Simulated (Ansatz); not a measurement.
# Co2F: the cost of one run

Computed with Ansatz 0.2.0 (DFT PBE, scalar-relativistic, plane waves, PAW, unless a step's input says otherwise).

1 further run of the same task is left out (it didn't finish).

### 1 The structure to begin with

It takes space group Fm-3m (No. 225, cubic). Conventional cell: a = 4.934 Å, b = 4.934 Å, c = 4.934 Å, α = 90.00°, β = 90.00°, γ = 90.00°. Co (site symmetry -43m) is surrounded by 4 F at 2.14 Å. F (site symmetry m-3m) is surrounded by 8 Co at 2.14 Å.

Structure file:

```
CELL_PARAMETERS angstrom
0.00000 2.46690 2.46690
2.46690 0.00000 2.46690
2.46690 2.46690 0.00000
ATOMIC_POSITIONS crystal
Co 0.25000 0.25000 0.25000
Co 0.75000 0.75000 0.75000
F 0.00000 0.00000 0.00000
```

(A quick probe on a coarse mesh, which set the mesh and smearing, is not shown.)

### 3 A loose first relaxation

File input.yaml:

```yaml
crystal:
  lattice:
    - [0.0, 2.4668971238, 2.4668971238]
    - [2.4668971238, 0.0, 2.4668971238]
    - [2.4668971238, 2.4668971238, 0.0]
  atoms:
    - { symbol: Co, position: [0.25, 0.25, 0.25], spin: 2.06 }
    - { symbol: Co, position: [0.75, 0.75, 0.75], spin: 2.06 }
    - { symbol: F, position: [0.0, 0.0, 0.0], spin: 0.11 }
basis:
  ecutwfc: 420
kpoints:
  mp_grid: { grid: [6, 6, 6] }
hamiltonian:
  xc: pbe
scf:
  occupations: { method: gaussian, width: 0.1 }
  lower_state_search: "off"
output:
  forces: true
  stress: true
  eigenvalues: true
  populations: true
magnetization:
  spin_polarized: true
relax:
  adjacent_minimum: "off"
  f_tol: 0.04
  max_steps: 70
  cell: { stress_tol: 0.4 }
```

Run with:

```sh
> ansatz run input.yaml --threads 1 --pin off --max-ram 2560MiB --backend cpu --events-out ev --progress --plain --runs-dir out
```

Q: Estimate wall time and peak memory on 1 thread of Arm Neoverse V1, shared host.

About 21 s, with a peak of 0.31 GiB.
